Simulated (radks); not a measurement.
# Valence configurations of Cl

NIST gives [Ne] 3s2 3p5 as the ground configuration of Cl. Does this level of theory agree? Several fillings of the valence shells are run.

Method: scalar-relativistic Kohn-Sham, SCAN, spin-unpolarised, spherical densities, finite nucleus. Code: radks (a radial shooting solver on a logarithmic mesh, Libxc functionals) version 1.

## 1. The system

- element: chlorine (Z = 17)
- charge: 0
- electrons: 17
- configuration: [Ne] 3s2 3p5
- nuclear rms radius: 3.3654 fm
- others tried: 3s1.5 3p5.5; 3s1 3p6

Outer shells as boxes (Hund's rule):

Cl
```
[Ne] core
3s [↑↓]
3p [↑↓][↑↓][↑ ]
```

## 2. [Ne] 3s2 3p5

Settings of this run:

```text
Z 17
configuration [Ne] 3s2 3p5
relativity scalar-relativistic
functional scan,scan
spin unpolarised
nucleus finite rms 3.3654 fm
c 137.035999084
```

## 3. [Ne] 3s1.5 3p5.5

Settings, as their differences from step 2:

```diff
@@ -1,3 +1,3 @@
 Z 17
-configuration [Ne] 3s2 3p5
+configuration [Ne] 3s1.5 3p5.5
 relativity scalar-relativistic
```

## 4. [Ne] 3s1 3p6

Settings, as their differences from step 3:

```diff
@@ -1,3 +1,3 @@
 Z 17
-configuration [Ne] 3s1.5 3p5.5
+configuration [Ne] 3s1 3p6
 relativity scalar-relativistic
```

Before running it: what results should come out? Wanted: for each run, valence; E − E(NIST configuration); highest level; its energy; 1s shift.

**Answer**, as computed:

| valence | E − E(NIST configuration) (eV) | highest level | its energy (eV) | 1s shift (eV) |
| --- | --- | --- | --- | --- |
| 3s2 3p5 | 0.000 | 3p | -8.924 | +0.00 |
| 3s1.5 3p5.5 | 6.380 | 3p | -9.219 | -0.78 |
| 3s1 3p6 | 12.772 | 3p | -9.505 | -1.54 |

The NIST configuration is the lowest of those tried, 6.380 eV under 3s1.5 3p5.5. The energies are those of spherical spin-averaged densities, not of single terms. The 1s eigenvalue shifts by up to 1.54 eV as the valence charge is rearranged.
